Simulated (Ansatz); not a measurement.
# CH₄F₃GaO: how energies converge with the basis set

Aim: see how fast density functionals converge with the basis set for CH₄F₃GaO.

Method: one geometry, several basis sets; program: Ansatz 0.2.0, Gaussian basis.

Plan: PBE0-D4/def2-SVP; ωB97M-V/def2-SVP; PBE0-D4/def2-QZVPP; ωB97M-V/def2-QZVPP; the functionals' def2-TZVPP values are taken from earlier runs.

## (1) The relaxed structure

All runs share one geometry, relaxed beforehand with PBE0-D4 in a triple-zeta def2 set.

SMILES `C[OH+][Ga-]([F])([F])[F]`, 10 atoms, charge 0, spin multiplicity 1.

Atoms are counted from 1 here; the program's logs count them from 0.

Bond lengths: C1–O2 1.440 Å, C1–H7 1.089 Å, C1–H8 1.090 Å, C1–H9 1.087 Å, O2–Ga3 2.015 Å, O2–H10 0.965 Å, Ga3–F4 1.755 Å, Ga3–F5 1.742 Å, Ga3–F6 1.752 Å. Angles: O2–C1–H7 108.9°, O2–C1–H8 110.6°, O2–C1–H9 106.5°, H7–C1–H8 111.4°, H7–C1–H9 109.7°, H8–C1–H9 109.6°, C1–O2–Ga3 120.8°, C1–O2–H10 111.2°, Ga3–O2–H10 107.0°, O2–Ga3–F4 92.5°, O2–Ga3–F5 104.9°, O2–Ga3–F6 98.8°, F4–Ga3–F5 119.1°, F4–Ga3–F6 117.5°, F5–Ga3–F6 116.6°.

## (2) PBE0-D4 in def2-SVP

The input, in.yaml:

```yaml
crystal:
  periodic: [false, false, false]
  atoms:
    - {symbol: C, position_ang: [0.555823, -0.886245, 0.994623]}
    - {symbol: O, position_ang: [0.568045, -0.345795, -0.340147]}
    - {symbol: Ga, position_ang: [-0.654204, 1.173326, -0.850038]}
    - {symbol: F, position_ang: [-1.003544, 0.467791, -2.418949]}
    - {symbol: F, position_ang: [0.342950, 2.598944, -0.764802]}
    - {symbol: F, position_ang: [-1.858534, 0.981285, 0.408427]}
    - {symbol: H, position_ang: [1.321825, -1.657059, 1.070662]}
    - {symbol: H, position_ang: [-0.430210, -1.280051, 1.239198]}
    - {symbol: H, position_ang: [0.795964, -0.062936, 1.662536]}
    - {symbol: H, position_ang: [0.444887, -1.040361, -0.998508]}
basis:
  gaussian: {orbitals: def2-SVP}
hamiltonian: {xc: pbe0, dispersion: d4}
output: {orbitals: {seedname: orbitals}}
```

On the command line:

```console
$ ansatz run in.yaml --threads 4 --pin off --events-out ev --progress --plain --max-ram 11315MiB
```

Further steps of the session: ωB97M-V in def2-SVP; PBE0-D4 in def2-QZVPP; ωB97M-V in def2-QZVPP.

**Question.** What will the summary of the whole plan be? Wanted: PBE0-D4: double and triple zeta above quadruple; ωB97M-V: double and triple zeta above quadruple.

**Answer**, as computed:

| quantity | value |
| --- | --- |
| PBE0-D4: double and triple zeta above quadruple | 22.53, 1.86 eV |
| ωB97M-V: double and triple zeta above quadruple | 22.75, 1.78 eV |

For PBE0-D4 the step from double to triple zeta gains 20.67 eV and the next only 1.86 eV. Total energies overstate the basis error of differences, where much of it tends to cancel. The LUMO of ωB97M-V is positive and keeps falling with the basis (1.37 to 0.54 eV): an unbound level that the basis holds in place.
